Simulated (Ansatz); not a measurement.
# Calcium, diamond under BLYP: ground state and equation of state

What does BLYP give for calcium in the diamond structure? We relax it, solve it on a dense k-mesh, then scale the cell to 7 volumes from 88 to 112 % of the relaxed one and try a fit of the equation of state. Spin polarisation is left out. The k-meshes are 7×7×7 for the relaxation; 10×10×10 for the dense run; 7×7×7 for the volumes.

This is Ca in the diamond structure; at room conditions it is fcc.

Computed with Ansatz 0.2.0 (DFT BLYP, plane waves (420 eV) with PAW, scalar-relativistic; PBE-made PAW files, unless a step says otherwise).

## (1) The structure to begin with

The structure is cubic, space group Fd-3m (No. 227). Conventional cell: a = 7.782 Å, b = 7.782 Å, c = 7.782 Å, α = 90.00°, β = 90.00°, γ = 90.00°. Around Ca (site symmetry -43m) lie 4 Ca at 3.37 Å.

As a file:

```
CELL_PARAMETERS angstrom
0.00000 3.89086 3.89086
3.89086 0.00000 3.89086
3.89086 3.89086 0.00000
ATOMIC_POSITIONS crystal
Ca 0.12500 0.12500 0.12500
Ca 0.87500 0.87500 0.87500
```

## (2) Relaxation of the cell

input.yaml

```yaml
crystal:
  lattice:
    - [0.0, 3.8908582557, 3.8908582557]
    - [3.8908582557, 0.0, 3.8908582557]
    - [3.8908582557, 3.8908582557, 0.0]
  atoms:
    - { symbol: Ca, position: [0.125, 0.125, 0.125] }
    - { symbol: Ca, position: [0.875, 0.875, 0.875] }
hamiltonian:
  xc: blyp
  pseudopotentials:
    kind: paw
    azcp:
      Ca: "pseudopotentials/Ca.paw.azcp"
basis:
  ecutwfc: 420
  fft_grid_basis: typed
kpoints:
  mp_grid: { grid: [7, 7, 7], shift: [0, 0, 0] }
magnetization:
  spin_polarized: false
scf:
  occupations: { method: fermi_dirac, width: 0.1 }
relax:
  max_steps: 60
  f_tol: 0.01
  cell: {}
```

The runs that follow: The energy on a finer k-mesh; Equation of state: 88 %; Equation of state: 92 %; Equation of state: 96 %; Equation of state: 100 %; Equation of state: 104 %; Equation of state: 108 %; Equation of state: 112 %.

What does the calculation give? Wanted: space group; conventional cell; volume; shortest distance; gap on the mesh; relative to fcc; V₀, B₀, B₀′.

The runs gave:

| quantity | value |
| --- | --- |
| space group (spins left aside) | Fd-3m (No. 227) |
| conventional cell | a = 9.033 Å |
| volume | 92.141 Å³/atom |
| shortest distance | 3.912 Å |
| gap on the mesh | none (levels filled in part) |
| relative to fcc | +751 meV/atom |
| V₀, B₀, B₀′ | 92.894 Å³/atom, 3.2 GPa, 3.3 |

The relaxation enlarged the cell by 56.4 % in volume. It lies 751 meV/atom above the element's reference form at the same level (fcc, from a run of its own). No gap shows: it is a metal or semimetal at this level. The fitted modulus is 3.2 GPa, a soft solid. The symmetry was held, so the structure may be unstable against distortions that break it.
